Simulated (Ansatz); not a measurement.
# C₂H₇InS₂: basis-set convergence

The task here is to estimate one member of a computed series from the others.

Program: Ansatz 0.2.0, Gaussian basis. Level of theory: one geometry, several basis sets. These are calculated values, not measurements.

Levels to be run: PBE0-D4/def2-SVP; ωB97M-V/def2-SVP; PBE0-D4/def2-QZVPP; ωB97M-V/def2-QZVPP; the functionals' def2-TZVPP values are taken from earlier runs.

### The geometry

All runs share one geometry, relaxed beforehand with PBE0-D4 in a triple-zeta def2 set. In takes the def2 core potential; no spin-orbit term is included.

SMILES `C[CH2][In]([SH])[SH]`, 12 atoms, charge 0, spin multiplicity 1.

Atoms are counted from 1 here; the program's logs count them from 0.

Bond lengths: C1–C2 1.521 Å, C1–H6 1.093 Å, C1–H7 1.095 Å, C1–H8 1.093 Å, C2–In3 2.153 Å, C2–H9 1.093 Å, C2–H10 1.093 Å, In3–S4 2.395 Å, In3–S5 2.388 Å, S4–H11 1.344 Å, S5–H12 1.343 Å. Angles: C2–C1–H6 112.0°, C2–C1–H7 111.2°, C2–C1–H8 112.0°, H6–C1–H7 107.1°, H6–C1–H8 107.3°, H7–C1–H8 107.1°, C1–C2–In3 113.6°, C1–C2–H9 111.6°, C1–C2–H10 111.6°, In3–C2–H9 106.5°, In3–C2–H10 106.6°, H9–C2–H10 106.6°, C2–In3–S4 121.9°, C2–In3–S5 125.0°, S4–In3–S5 113.1°, In3–S4–H11 93.5°, In3–S5–H12 93.7°.

Set-up of the first run:

File in.yaml:

```yaml
crystal:
  periodic: [false, false, false]
  atoms:
    - {symbol: C, position_ang: [0.464290, -1.038082, 1.440958]}
    - {symbol: C, position_ang: [0.700209, 0.365866, 0.906435]}
    - {symbol: In, position_ang: [-0.288857, 0.754161, -0.966368]}
    - {symbol: S, position_ang: [-1.618693, -0.907934, -2.064525]}
    - {symbol: S, position_ang: [-0.198143, 2.820451, -2.160319]}
    - {symbol: H, position_ang: [-0.595967, -1.234543, 1.619354]}
    - {symbol: H, position_ang: [0.984719, -1.191957, 2.391631]}
    - {symbol: H, position_ang: [0.824245, -1.804378, 0.749728]}
    - {symbol: H, position_ang: [1.763270, 0.560038, 0.743044]}
    - {symbol: H, position_ang: [0.348931, 1.126904, 1.607792]}
    - {symbol: H, position_ang: [-1.401758, -1.829080, -1.110213]}
    - {symbol: H, position_ang: [-0.982245, 2.378554, -3.157518]}
basis:
  gaussian: {orbitals: def2-SVP}
hamiltonian: {xc: pbe0, dispersion: d4}
output: {orbitals: {seedname: orbitals}}
```

Launch:

```
ansatz run in.yaml --threads 4 --pin off --events-out ev --progress --plain --max-ram 10444MiB
```

Among the steps run: PBE0-D4 in def2-SVP; ωB97M-V in def2-SVP; PBE0-D4 in def2-QZVPP; ωB97M-V in def2-QZVPP.

One of the session's tables, all rows but one given; the rest of the session is left out.

It belongs to the step «Functionals by basis». 

```
functional       basis  HOMO (eV)
   PBE0-D4    def2-SVP      -7.03
   PBE0-D4  def2-TZVPP          ?
   PBE0-D4  def2-QZVPP      -7.22
   ωB97M-V    def2-SVP      -9.16
   ωB97M-V  def2-TZVPP      -9.37
   ωB97M-V  def2-QZVPP      -9.40
```

Estimate the missing values for PBE0-D4, def2-TZVPP.

As computed: HOMO (eV): -7.19. In the column «HOMO (eV)» it lies between PBE0-D4, def2-QZVPP (-7.22) and PBE0-D4, def2-SVP (-7.03).
